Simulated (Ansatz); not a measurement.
What does this script print? It uses the Python package of Ansatz (0.2.0).

Script `run_methods.py`:
```python
"""One geometry of BF3H2Si, method by method."""

from pathlib import Path
import logging
import sys

import ansatz as az
from ase import Atoms
import numpy as np

logging.basicConfig(stream=sys.stdout, format="%(name)s: %(message)s")
log = logging.getLogger("run")
log.setLevel(logging.INFO)

SETTINGS = {
    "basis_set": "cc-pVDZ",
}

atoms = Atoms(["B", "Si", "F", "F", "F", "H", "H"], positions=[
    (0.2596, -1.1652, 0.3315),
    (-0.1522, 0.7074, -0.2123),
    (1.2641, 1.4653, -0.657),
    (-1.1274, 0.7275, -1.532),
    (-0.8509, 1.5331, 1.0585),
    (0.931, -1.3238, 1.2285),
    (-0.263, -2.0123, -0.2629),
])
geometry = az.Crystal.molecule_from_ase(atoms)

calculation = geometry.calculation().basis(gaussian=SETTINGS["basis_set"])

log.info("functional    E (Ha)        dipole (D)   HOMO (eV)  LUMO (eV)")
for name in ["blyp", "hse06", "lda", "r2scan"]:
    summary = calculation.functional(name).forces().orbitals().run(threads=1, runs_dir="runs").report
    lines = Path(summary["orbitals_path"]).read_text().splitlines()
    field_of = lambda key: [line.split("=")[1].strip() for line in lines if line.startswith(key)]
    orbitals = [(27.211386 * float(e), s, float(n)) for e, s, n in zip(field_of("Ene="), field_of("Spin="), field_of("Occup="))]
    homo = max(e for e, _, n in orbitals if n > 0.5)
    lumo = min(e for e, _, n in orbitals if n < 0.5)
    dipole = 4.803205 * np.linalg.norm(summary["charge_distribution"]["dipole_moment_e_ang"])
    log.info(f"{name:10s} {summary['free_energy_ev'] / 27.211386246:14.6f} {dipole:9.3f} {homo:11.3f} {lumo:10.3f}")
```

`python run_methods.py` gives:
```text
run: functional    E (Ha)        dipole (D)   HOMO (eV)  LUMO (eV)
run: blyp          -615.162312     2.048      -7.816     -4.074
run: hse06         -614.744369     2.295      -9.062     -3.703
run: lda           -611.830882     2.111      -8.062     -4.599
run: r2scan        -615.043154     2.173      -8.336     -3.958
```

Caveats:
- Total energies depend on the basis set; only differences at equal settings carry meaning.
- The geometry is a force-field or estimated start, not a minimum of this method, and the basis set is short of its limit. A lower total doesn't mark the better method: functionals have no common bound, and MP2 and coupled cluster aren't variational.
- Levels such as HOMO and LUMO are orbital energies: with these approximate functionals they aren't the ionisation energy and electron affinity, and their gap isn't the fundamental gap.
- For Al to Cl the sets with a tight d function, cc-pV(X+d)Z, are usual.
- hse06 follows the composition of plane-wave codes, whose totals differ by tens of mHa, up to about 0.1 Ha, from the form usual in Gaussian-basis programs (wpbeh).
- The whole script took 9.2 s on 1 thread of Intel(R) Xeon(R) 6975P-C (Granite Rapids), with other jobs on the host, peak memory 0.24 GiB.

(Lines on the test bed's own set-up are left out of the output.)
